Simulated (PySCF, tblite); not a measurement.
**C6H11F: a rotation path, then NMR shifts on frames**

How do NMR shifts of C6H11F (`C=CCC(C)(C)F`) change as the atoms move?

Computed with tblite 0.8.0 and PySCF 2.14.0, with density-fitted response routines of our own, on a single molecule in the gas phase. Atoms count from 0, in the outputs and in this text.

### Step 1. The molecule as given

18 atoms, charge 0, multiplicity 1; geometry from: GFN2-xTB.

Bonds of the start (Å): C0–C1 1.32, C1–C2 1.49, C2–C3 1.54, C3–C4 1.52, C3–C5 1.52, C3–F6 1.40, C0–H7 1.08, C0–H8 1.08, C1–H9 1.08, C2–H10 1.09, C2–H11 1.09, C4–H12 1.09, C4–H13 1.09, C4–H14 1.09, C5–H15 1.09, C5–H16 1.09, C5–H17 1.09.

### Step 2. The rotation path with GFN2-xTB

Job settings and geometry (Å):

```
{"job": {"kind": "neb", "xc": "GFN2-xTB", "basis": "xTB", "atoms": [1, 2, 3, 4], "turn": 120}, "charge": 0, "multiplicity": 1}
C      2.485852     0.049596     0.398014
C      1.411844    -0.693927     0.208687
C      0.446429    -0.502918    -0.916432
C     -0.903799     0.070580    -0.453946
C     -1.619384    -0.838562     0.537706
C     -0.758791     1.490512     0.078611
F     -1.708013     0.139565    -1.598420
H      3.160322    -0.120976     1.219617
H      2.740485     0.859899    -0.265356
H      1.186483    -1.503080     0.890593
H      0.866167     0.177676    -1.659646
H      0.251970    -1.462138    -1.403420
H     -1.673934    -1.853228     0.149689
H     -2.632188    -0.476051     0.698216
H     -1.093794    -0.842698     1.487665
H     -0.352022     2.136422    -0.695696
H     -1.728532     1.879545     0.380129
H     -0.087854     1.496099     0.932332
```

Method: GFN2-xTB climbing-image nudged elastic band, gas phase.

On the command line:

```sh
$ OMP_NUM_THREADS=1 python probes_run.py task.json out
```

One launch serves the whole session: the jobs run in the order shown.

The log of the run:

```text
image   E - E0 / eV
  0      -0.0000
  1       0.0186
  2       0.0642
  3       0.1112
  4       0.1291
  5       0.1074
  6       0.0646
  7       0.0278
  8       0.0073
```

Run time: 3.1 s. Hardware: 1 thread, shared host.

The final band, with the dihedral C1–C2–C3–C4:

```csv
image,dihedral (°),energy (eV),energy (kcal/mol)
0,-61,0.000,0.0
1,-46,0.019,0.4
2,-31,0.064,1.5
3,-15,0.111,2.6
4,0,0.129,3.0
5,16,0.107,2.5
6,31,0.065,1.5
7,45,0.028,0.6
8,57,0.007,0.2
```

### Step 3. Nuclear shieldings: image 0, PBE0/pcSseg-1

Job settings and geometry (Å):

```
{"job": {"kind": "nmr", "xc": "PBE0", "basis": "pcSseg-1", "pop": false}, "charge": 0, "multiplicity": 1}
C      2.485900     0.049600     0.398000
C      1.411800    -0.693900     0.208700
C      0.446400    -0.502900    -0.916400
C     -0.903800     0.070600    -0.453900
C     -1.619400    -0.838600     0.537700
C     -0.758800     1.490500     0.078600
F     -1.708000     0.139600    -1.598400
H      3.160300    -0.121000     1.219600
H      2.740500     0.859900    -0.265400
H      1.186500    -1.503100     0.890600
H      0.866200     0.177700    -1.659600
H      0.252000    -1.462100    -1.403400
H     -1.673900    -1.853200     0.149700
H     -2.632200    -0.476100     0.698200
H     -1.093800    -0.842700     1.487700
H     -0.352000     2.136400    -0.695700
H     -1.728500     1.879500     0.380100
H     -0.087900     1.496100     0.932300
```

Method: GIAO PBE0/pcSseg-1 NMR shielding, non-relativistic, gas phase.

The log of the run:

```text
coarse grid: 14424 points
cycle   1  E = -334.5379420701  dE =  6.255e-01  |g| = 6.010e-01  |ddm| = 3.519e+00
cycle   2  E = -334.5133224061  dE =  2.462e-02  |g| = 7.545e-01  |ddm| = 9.995e-01
cycle   3  E = -334.6120917142  dE = -9.877e-02  |g| = 8.979e-02  |ddm| = 5.708e-01
cycle   4  E = -334.6135189351  dE = -1.427e-03  |g| = 3.049e-02  |ddm| = 8.489e-02
cycle   5  E = -334.6137060803  dE = -1.871e-04  |g| = 8.300e-03  |ddm| = 2.997e-02
cycle   6  E = -334.6137202309  dE = -1.415e-05  |g| = 3.320e-03  |ddm| = 8.123e-03
cycle   7  E = -334.6137229343  dE = -2.703e-06  |g| = 3.340e-04  |ddm| = 2.631e-03
final grid: 137944 points
cycle   8  E = -334.6646803988  dE = -6.422e-05  |g| = 9.357e-03  |ddm| = 3.751e-02
cycle   9  E = -334.6646717193  dE =  8.679e-06  |g| = 1.168e-02  |ddm| = 1.667e-02
cycle  10  E = -334.6647016758  dE = -2.996e-05  |g| = 1.631e-03  |ddm| = 9.191e-03
cycle  11  E = -334.6647021106  dE = -4.348e-07  |g| = 3.058e-04  |ddm| = 1.390e-03
cycle  12  E = -334.6647021255  dE = -1.489e-08  |g| = 1.314e-04  |ddm| = 2.757e-04
cycle  13  E = -334.6647021295  dE = -4.017e-09  |g| = 3.771e-05  |ddm| = 1.255e-04
cycle  14  E = -334.6647021298  dE = -3.339e-10  |g| = 4.579e-06  |ddm| = 3.483e-05
converged SCF energy = -334.6647021298

GIAO shielding tensors (ppm)
atom      isotropic    diamagn.    paramagn.     s11        s22        s33       span
  0 C       60.814     254.083    -193.269    -52.538     78.197    156.783    209.321
  1 C       42.842     258.466    -215.624    -80.983     46.974    162.533    243.516
  2 C      134.766     248.446    -113.680    115.984    135.993    152.320     36.336
  3 C       90.282     244.509    -154.227     60.908     61.944    147.995     87.087
  4 C      158.986     250.186     -91.200    143.322    147.954    185.682     42.360
  5 C      159.667     250.016     -90.349    142.573    151.250    185.179     42.606
  6 F      339.021     475.681    -136.660    313.147    334.509    369.407     56.260
  7 H       26.319      29.405      -3.086     23.304     25.379     30.275      6.970
  8 H       26.246      31.609      -5.364     22.417     25.698     30.622      8.205
  9 H       25.617      32.781      -7.164     22.607     24.890     29.353      6.746
 10 H       29.302      32.786      -3.484     26.462     28.377     33.066      6.604
 11 H       29.061      31.409      -2.348     26.270     27.915     32.999      6.729
 12 H       30.296      30.934      -0.638     26.680     28.185     36.024      9.344
 13 H       30.175      30.157       0.019     26.511     28.265     35.750      9.239
 14 H       30.581      31.766      -1.185     26.778     29.321     35.642      8.864
 15 H       30.479      31.376      -0.897     26.865     28.364     36.208      9.343
 16 H       30.366      30.552      -0.186     26.459     28.726     35.912      9.453
 17 H       30.318      32.054      -1.736     26.100     30.135     34.719      8.620
```

Run time: 40 s. Hardware: 1 thread, shared host.

Shifts follow as δ = σ(reference) − σ, with reference shieldings (ppm) from runs at the same level and on the same kind of geometry: 1H TMS 31.72, 13C TMS 186.9, 19F CFCl3 170.9. The references are single molecules in the gas phase, so shifts against H2O, NH3, PH3, H3PO4 or CFCl3 are not on the usual liquid scales and can be off by tens of ppm. Each atom is listed at this fixed geometry, with no averaging over motion; a spectrum would average atoms that exchange fast.

```csv
atoms,environment,σ (ppm),δ (ppm)
C1,alkene CH,42.8,144.1
C0,terminal =CH2 carbon,60.8,126.1
C3,fully substituted sp3 carbon bonded to F,90.3,96.6
C2,allylic sp3 CH2,134.8,52.2
C4,methyl carbon,159.0,27.9
C5,methyl carbon,159.7,27.3
H9,hydrogen on an alkene CH,25.62,6.10
H8,hydrogen on a terminal =CH2 carbon,26.25,5.47
H7,hydrogen on a terminal =CH2 carbon,26.32,5.40
H11,hydrogen on an allylic sp3 CH2,29.06,2.66
H10,hydrogen on an allylic sp3 CH2,29.30,2.42
H13,hydrogen on a methyl carbon,30.18,1.54
H12,hydrogen on a methyl carbon,30.30,1.42
H17,hydrogen on a methyl carbon,30.32,1.40
H16,hydrogen on a methyl carbon,30.37,1.35
H15,hydrogen on a methyl carbon,30.48,1.24
H14,hydrogen on a methyl carbon,30.58,1.14
F6,fluorine on an sp3 carbon,339.0,-168.1
```

Orbitals, density, ELF and potential are computed afterwards from the orbital file.

Frontier orbitals at PBE0/pcSseg-1, with the share of their density that lies nearest to each atom:

```csv
orbital,energy (eV),lies on
HOMO,-7.63,"C0, C1 about 32 % each"
LUMO,0.15,"C0, C1 about 30 % each; H7, H8, H9 about 9 % each"
```

ELF in a plane through or near 6 of the atoms.

Ten even steps from ' ' (0.00) to '@' (1.00):
```
                                                        
                                                        
                                                        
                                                        
                          ::----..--****..              
                          --==++++%%@@@@**              
            --==::      ==####::==@@@@@@%%              
          ..++##**::    ++%%%%....@@@@%%--              
          ..==##**++==    ==++**++--..                  
        ::**##==::##%%==    ..----::..::++**..          
      ..##@@@@**--%%##**--    ::**++**@@@@@@%%          
      ..**%%@@**++**++**==    ==**::--@@@@@@@@..        
        ..::::....**@@@@%%    ==**--==##%%%%==          
                ::%%@@@@@@    ::++####==....            
                ..##@@@@##      --##%%==                
                  ::****..      ..++++::                
                                                        
                                                        
                                                        
                                                        
```
The map spans 11.6 Å across and 9.6 Å up, centred on the molecule. Atoms in the plane (x, y in Å): C0 (-2.5, 0.0), C4 (1.6, -0.9), C5 (0.8, 1.4), H9 (-1.2, -1.6), H13 (2.6, -0.6), H16 (1.7, 1.8).

On the surface of density 0.002 e/bohr³ the electrostatic potential runs, from the 1st to the 99th percentile, from -1.19 V near F6 to 0.81 V near H9.

### Step 4. NMR shieldings: image 2, PBE0/pcSseg-1

Job settings and geometry (Å):

```
{"job": {"kind": "nmr", "xc": "PBE0", "basis": "pcSseg-1", "pop": false}, "charge": 0, "multiplicity": 1}
C      2.434300    -0.242100     0.587600
C      1.383300    -0.868500     0.093600
C      0.488700    -0.326100    -0.975700
C     -0.905600     0.094300    -0.461100
C     -1.379200    -0.740900     0.722900
C     -0.968200     1.583700    -0.147000
F     -1.806600    -0.134400    -1.509600
H      3.048300    -0.687000     1.352300
H      2.732400     0.734300     0.243100
H      1.127200    -1.853600     0.459200
H      0.960300     0.530800    -1.460000
H      0.332300    -1.100700    -1.731100
H     -1.308400    -1.801800     0.496700
H     -2.417600    -0.504600     0.943700
H     -0.770200    -0.515600     1.593700
H     -0.769100     2.160000    -1.047800
H     -1.958800     1.846000     0.216800
H     -0.231800     1.832700     0.610900
```

Level: GIAO PBE0/pcSseg-1 NMR shielding, non-relativistic, gas phase.

The log of the run:

```text
coarse grid: 14424 points
cycle   1  E = -334.5345103106  dE =  6.233e-01  |g| = 6.033e-01  |ddm| = 3.544e+00
cycle   2  E = -334.5095142440  dE =  2.500e-02  |g| = 7.585e-01  |ddm| = 9.740e-01
cycle   3  E = -334.6092152086  dE = -9.970e-02  |g| = 8.873e-02  |ddm| = 5.473e-01
cycle   4  E = -334.6106158972  dE = -1.401e-03  |g| = 2.973e-02  |ddm| = 8.224e-02
cycle   5  E = -334.6107942819  dE = -1.784e-04  |g| = 7.402e-03  |ddm| = 2.849e-02
cycle   6  E = -334.6108048649  dE = -1.058e-05  |g| = 3.309e-03  |ddm| = 7.439e-03
cycle   7  E = -334.6108075603  dE = -2.695e-06  |g| = 3.598e-04  |ddm| = 2.685e-03
final grid: 137944 points
cycle   8  E = -334.6614810007  dE = -6.287e-05  |g| = 9.519e-03  |ddm| = 4.021e-02
cycle   9  E = -334.6614716280  dE =  9.373e-06  |g| = 1.198e-02  |ddm| = 1.696e-02
cycle  10  E = -334.6615029395  dE = -3.131e-05  |g| = 1.616e-03  |ddm| = 9.236e-03
cycle  11  E = -334.6615033697  dE = -4.302e-07  |g| = 2.777e-04  |ddm| = 1.276e-03
cycle  12  E = -334.6615033813  dE = -1.158e-08  |g| = 1.301e-04  |ddm| = 2.669e-04
cycle  13  E = -334.6615033852  dE = -3.953e-09  |g| = 3.797e-05  |ddm| = 1.297e-04
cycle  14  E = -334.6615033856  dE = -3.417e-10  |g| = 4.706e-06  |ddm| = 3.462e-05
converged SCF energy = -334.6615033856

GIAO shielding tensors (ppm)
atom      isotropic    diamagn.    paramagn.     s11        s22        s33       span
  0 C       63.768     254.504    -190.735    -47.294     81.293    157.306    204.600
  1 C       42.356     257.881    -215.524    -82.773     46.053    163.789    246.562
  2 C      136.403     248.794    -112.391    116.892    135.012    157.305     40.413
  3 C       89.782     245.274    -155.492     60.348     62.426    146.573     86.225
  4 C      159.285     250.124     -90.839    145.853    152.134    179.869     34.016
  5 C      157.279     249.826     -92.547    135.868    150.298    185.670     49.802
  6 F      328.632     476.023    -147.390    279.804    341.897    364.196     84.392
  7 H       26.434      29.301      -2.867     23.554     25.308     30.438      6.884
  8 H       26.444      31.806      -5.362     22.877     25.739     30.717      7.839
  9 H       25.412      32.690      -7.278     22.475     24.649     29.113      6.638
 10 H       29.357      32.979      -3.622     26.461     28.857     32.753      6.292
 11 H       28.883      31.120      -2.237     25.414     28.292     32.942      7.528
 12 H       30.155      31.396      -1.241     26.320     28.480     35.665      9.345
 13 H       30.346      30.310       0.036     26.650     28.513     35.877      9.227
 14 H       30.631      31.986      -1.355     26.833     29.705     35.356      8.523
 15 H       30.295      30.789      -0.493     26.889     28.026     35.971      9.083
 16 H       30.330      30.405      -0.075     26.309     28.696     35.986      9.677
 17 H       30.493      31.995      -1.502     26.837     29.393     35.248      8.411
```

Run time: 26 s. Hardware: 1 thread, shared host.

This run: δ C1 144.6, C0 123.2, C3 97.1, C2 50.5, H9 6.30, H7 5.28 ppm.

[end of part 1 of 2]
